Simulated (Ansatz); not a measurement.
# CH6NOSbSi: small, medium and large basis sets

An exercise on one series of results from a longer session: the logs are not shown, and one member is left open.

Method: one geometry, several basis sets; program: Ansatz 0.2.0, Gaussian basis.

The runs, in order: PBE0-D4/def2-SVP; ωB97M-V/def2-SVP; PBE0-D4/def2-QZVPP; ωB97M-V/def2-QZVPP; the functionals' def2-TZVPP values are taken from earlier runs.

**Structure used throughout**

All runs share one geometry, relaxed beforehand with PBE0-D4 in a triple-zeta def2 set. Sb takes the def2 core potential; no spin-orbit term is included.

SMILES `[SiH3]O/C=[N]\[SbH2]`, 11 atoms, charge 0, spin multiplicity 1.

Atoms are counted from 1 here; the program's logs count them from 0.

Bond lengths: Si1–O2 1.667 Å, Si1–H6 1.477 Å, Si1–H7 1.485 Å, Si1–H8 1.485 Å, O2–C3 1.352 Å, C3–N4 1.250 Å, C3–H9 1.099 Å, N4–Sb5 2.065 Å, Sb5–H10 1.717 Å, Sb5–H11 1.717 Å. Angles: O2–Si1–H6 105.3°, O2–Si1–H7 110.0°, O2–Si1–H8 110.0°, H6–Si1–H7 111.1°, H6–Si1–H8 111.1°, H7–Si1–H8 109.3°, Si1–O2–C3 125.6°, O2–C3–N4 126.2°, O2–C3–H9 113.9°, N4–C3–H9 119.9°, C3–N4–Sb5 120.8°, N4–Sb5–H10 97.1°, N4–Sb5–H11 97.1°, H10–Sb5–H11 90.1°.

Set-up of the first run:

in.yaml

```yaml
crystal:
  periodic: [false, false, false]
  atoms:
    - {symbol: Si, position_ang: [-1.711082, 0.774272, 0.198134]}
    - {symbol: O, position_ang: [-0.223926, 0.040662, 0.023540]}
    - {symbol: C, position_ang: [0.965654, 0.680269, -0.041995]}
    - {symbol: N, position_ang: [2.086665, 0.142255, -0.171337]}
    - {symbol: Sb, position_ang: [2.266573, -1.910104, -0.308030]}
    - {symbol: H, position_ang: [-2.690622, -0.331342, 0.211485]}
    - {symbol: H, position_ang: [-1.754312, 1.541113, 1.468682]}
    - {symbol: H, position_ang: [-1.960952, 1.695296, -0.939226]}
    - {symbol: H, position_ang: [0.887212, 1.774019, 0.029349]}
    - {symbol: H, position_ang: [0.994369, -2.160410, -1.434000]}
    - {symbol: H, position_ang: [1.205822, -2.303030, 0.983999]}
basis:
  gaussian: {orbitals: def2-SVP}
hamiltonian: {xc: pbe0, dispersion: d4}
output: {orbitals: {seedname: orbitals}}
```

Launch:

```bash
> ansatz run in.yaml --threads 4 --pin off --events-out ev --progress --plain --max-ram 10444MiB
```

Steps of the session up to this table: PBE0-D4 in def2-SVP; ωB97M-V in def2-SVP; PBE0-D4 in def2-QZVPP; ωB97M-V in def2-QZVPP.

One of the session's tables, all rows but one given; the rest of the session is left out.

It belongs to the step «Functionals by basis». 

| functional | basis | HOMO (eV) | LUMO (eV) |
| --- | --- | --- | --- |
| PBE0-D4 | def2-SVP | -7.07 | -0.34 |
| PBE0-D4 | def2-TZVPP | -7.22 | -0.50 |
| PBE0-D4 | def2-QZVPP | ? | ? |
| ωB97M-V | def2-SVP | -9.19 | 1.69 |
| ωB97M-V | def2-TZVPP | -9.37 | 1.26 |
| ωB97M-V | def2-QZVPP | -9.38 | 1.08 |

Q: Estimate the row for PBE0-D4, def2-QZVPP from the others.

As computed: HOMO (eV): -7.23; LUMO (eV): -0.56. In the column «HOMO (eV)» it lies between ωB97M-V, def2-SVP (-9.19) and PBE0-D4, def2-TZVPP (-7.22).
